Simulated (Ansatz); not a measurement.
# GaH₃S₂: up Jacob's ladder to CCSD(T)

An exercise on one series of results from a longer session: the logs are not shown, and one member is left open.

Program: Ansatz 0.2.0, Gaussian basis. Level of theory: functionals in def2-TZVPP, the program's frozen cores in correlated methods. These are calculated values, not measurements.

Plan: PBE-D4, r2SCAN-D4, PBE0-D4, B3LYP-D4, ωB97X-V, ωB97M-V, B2PLYP; CCSD(T)/def2-TZVPP; CCSD(T)/def2-QZVPP; extrapolation to the limit.

## Structure used throughout

An earlier PBE0-D4 in a triple-zeta def2 set relaxation fixed the geometry.

SMILES `[SH][GaH][SH]`, 6 atoms, charge 0, spin multiplicity 1.

Atoms are counted from 1 here; the program's logs count them from 0.

Bond lengths: S1–Ga2 2.196 Å, S1–H4 1.343 Å, Ga2–S3 2.196 Å, Ga2–H5 1.556 Å, S3–H6 1.343 Å. Angles: Ga2–S1–H4 93.6°, S1–Ga2–S3 114.2°, S1–Ga2–H5 122.9°, S3–Ga2–H5 122.9°, Ga2–S3–H6 93.6°.

The first run:

The input, in.yaml:

```yaml
crystal:
  periodic: [false, false, false]
  atoms:
    - {symbol: S, position_ang: [-1.531100, 1.122800, -0.909156]}
    - {symbol: Ga, position_ang: [0.165612, 0.021529, -0.055459]}
    - {symbol: S, position_ang: [-0.383310, -1.371645, 1.550211]}
    - {symbol: H, position_ang: [-0.763084, 1.795210, -1.782250]}
    - {symbol: H, position_ang: [1.629984, 0.211922, -0.545789]}
    - {symbol: H, position_ang: [0.881889, -1.779815, 1.742443]}
basis:
  gaussian: {orbitals: def2-TZVPP}
hamiltonian: {xc: pbe, dispersion: d4}
output: {forces: true, orbitals: {seedname: orbitals}}
```

On the command line:

```sh
> ansatz run in.yaml --threads 2 --pin off --events-out ev --progress --plain --max-ram 20480MiB --backend cpu
```

Steps of the session up to this table: PBE-D4 (GGA); r2SCAN-D4 (meta-GGA); PBE0-D4 (hybrid); B3LYP-D4 (hybrid); ωB97X-V (range-separated); ωB97M-V (range-separated); B2PLYP (double hybrid); CCSD(T) in def2-TZVPP; CCSD(T) in def2-QZVPP.

One table of the session follows, with a row left open; its other results are not shown here.

```
            method  atomisation energy (kJ/mol)
            PBE-D4                       1618.3
         r2SCAN-D4                       1630.0
           PBE0-D4                       1602.7
          B3LYP-D4                       1587.2
           ωB97X-V                       1630.9
           ωB97M-V                       1619.9
            B2PLYP                       1575.4
     HF/def2-TZVPP                            ?
    MP2/def2-TZVPP                       1590.8
   CCSD/def2-TZVPP                       1549.4
CCSD(T)/def2-TZVPP                       1578.8
           MP2/CBS                       1634.1
       CCSD(T)/CBS                       1622.1
```

Q: Estimate the row for HF/def2-TZVPP from the others.

The run gave: atomisation energy (kJ/mol): 1139.6. In the column «atomisation energy (kJ/mol)» it is the lowest.

Limits of these values: Free atoms (2 S, 1 Ga, 3 H) were run apart at each level; the atomisation energy is their sum less the molecule, without zero-point or spin-orbit terms.
